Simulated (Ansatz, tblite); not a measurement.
**Ge9H16 off sphere (BGe7H16N): rung by rung**

An exercise on one series of results from a longer session: the logs are not shown, and one member is left open.

Method: as each input shows; program: Ansatz 0.2.0, Gaussian basis.

Levels to be run: GFN1-xTB, GFN2-xTB, PBE-D4/def2-SVP, r2SCAN-D4/def2-SVP, HF/STO-3G, HF/6-31G, B3LYP-D4/6-31G.

8 further runs of the same task are left out: 7 that didn't finish, 1 set aside as unsound or not needed.

**The relaxed structure**

The singlet was relaxed beforehand with PBE0-D4/def2-SVP.

25 atoms, charge 0, spin multiplicity 1.

Bond lengths: Ge1–B6 2.067 Å, Ge1–Ge7 2.446 Å, Ge1–H10 1.551 Å, Ge1–H11 1.549 Å, Ge2–B6 2.029 Å, Ge2–N8 2.027 Å, Ge2–H12 1.552 Å, Ge2–H13 1.551 Å, Ge3–B6 2.063 Å, Ge3–Ge9 2.448 Å, Ge3–H14 1.549 Å, Ge3–H15 1.551 Å, Ge4–Ge7 2.434 Å, Ge4–Ge9 2.435 Å, Ge4–H16 1.543 Å, Ge4–H17 1.545 Å, Ge5–N8 1.964 Å, Ge5–Ge9 2.431 Å and more. Angles: B6–Ge1–Ge7 113.8°, B6–Ge1–H10 115.1°, B6–Ge1–H11 113.6°, Ge7–Ge1–H10 103.9°, Ge7–Ge1–H11 103.0°, H10–Ge1–H11 106.1°, B6–Ge2–N8 110.2°, B6–Ge2–H12 120.7°, B6–Ge2–H13 121.3°, N8–Ge2–H12 96.9°, N8–Ge2–H13 96.7°, H12–Ge2–H13 105.6°, B6–Ge3–Ge9 108.9°, B6–Ge3–H14 115.8°, B6–Ge3–H15 116.3°, Ge9–Ge3–H14 103.9°, Ge9–Ge3–H15 104.1°, H14–Ge3–H15 106.5° and more.

PBE0-D4/def2-SVP was run before; its log isn't repeated, and its numbers join the tables.

The first run:

Tight binding, by tblite at 300 K electronic temperature and without a spin-polarisation term:

```python
tblite.interface.Calculator('GFN1-xTB', numbers, positions, charge=0, uhf=0).singlepoint()
```

Tight binding, by tblite at 300 K electronic temperature and without a spin-polarisation term:

```python
tblite.interface.Calculator('GFN2-xTB', numbers, positions, charge=0, uhf=0).singlepoint()
```

start.molden holds the orbitals of an earlier run on this state, given as this run's starting guess.

in.yaml

```yaml
crystal:
  periodic: [false, false, false]
  atoms:
    - {symbol: Ge, position_ang: [0.134488, -2.540417, -0.231415]}
    - {symbol: Ge, position_ang: [0.062299, 0.041376, -2.440154]}
    - {symbol: Ge, position_ang: [-2.414084, -0.234985, -0.164962]}
    - {symbol: Ge, position_ang: [0.299798, 0.069368, 2.819200]}
    - {symbol: Ge, position_ang: [0.262275, 2.533544, -0.128791]}
    - {symbol: B, position_ang: [-1.045312, -1.246486, -1.330635]}
    - {symbol: Ge, position_ang: [1.586512, -1.420532, 1.388021]}
    - {symbol: N, position_ang: [1.199705, 1.207591, -1.233656]}
    - {symbol: Ge, position_ang: [-1.211551, 1.275888, 1.339221]}
    - {symbol: H, position_ang: [1.108596, -3.413834, -1.065252]}
    - {symbol: H, position_ang: [-0.676494, -3.523754, 0.649203]}
    - {symbol: H, position_ang: [1.215608, -0.476401, -3.339787]}
    - {symbol: H, position_ang: [-0.600936, 1.196372, -3.234993]}
    - {symbol: H, position_ang: [-3.264664, -1.109676, 0.788973]}
    - {symbol: H, position_ang: [-3.406215, 0.690954, -0.915937]}
    - {symbol: H, position_ang: [-0.556454, -0.749201, 3.808013]}
    - {symbol: H, position_ang: [1.183786, 1.037901, 3.637065]}
    - {symbol: H, position_ang: [-0.387048, 3.404562, -1.222645]}
    - {symbol: H, position_ang: [1.442358, 3.322269, 0.482626]}
    - {symbol: H, position_ang: [-1.654326, -1.914186, -2.155024]}
    - {symbol: H, position_ang: [2.499499, -2.327962, 2.240463]}
    - {symbol: H, position_ang: [2.582639, -0.469301, 0.643843]}
    - {symbol: H, position_ang: [1.898938, 1.683425, -1.808082]}
    - {symbol: H, position_ang: [1.733193, 0.582862, -0.614199]}
    - {symbol: H, position_ang: [-1.992612, 2.380613, 2.088905]}
basis:
  gaussian: {orbitals: def2-SVP, initial_orbitals: start.molden}
hamiltonian: {xc: pbe, dispersion: d4}
scf: {omitted_lower_state_checks: [starts]}
output: {forces: true, orbitals: {seedname: orbitals}}
```

Launch:

```sh
$ ansatz run in.yaml --threads 4 --pin off --events-out ev --progress --plain --max-ram 6963MiB
```

Among the steps run: PBE-D4/def2-SVP; r2SCAN-D4/def2-SVP; HF/STO-3G; HF/6-31G; B3LYP-D4/6-31G.

One of the session's tables, all rows but one given; the rest of the session is left out.

It belongs to the step «Binding energy». 

| level | binding an atom (eV) |
| --- | --- |
| HF/STO-3G | 3.495 |
| HF/6-31G | ? |
| PBE-D4/def2-SVP | 2.983 |
| r2SCAN-D4/def2-SVP | 2.994 |
| B3LYP-D4/6-31G | 2.916 |
| PBE0-D4/def2-SVP | 2.973 |

Q: Estimate the row for HF/6-31G from the others.

As computed: binding an atom (eV): 1.983. In the column «binding an atom (eV)» it is the lowest.

To keep in mind: Free atoms were run apart at each level; binding is atoms less cluster, divided by the number of atoms, without zero-point or spin-orbit terms.
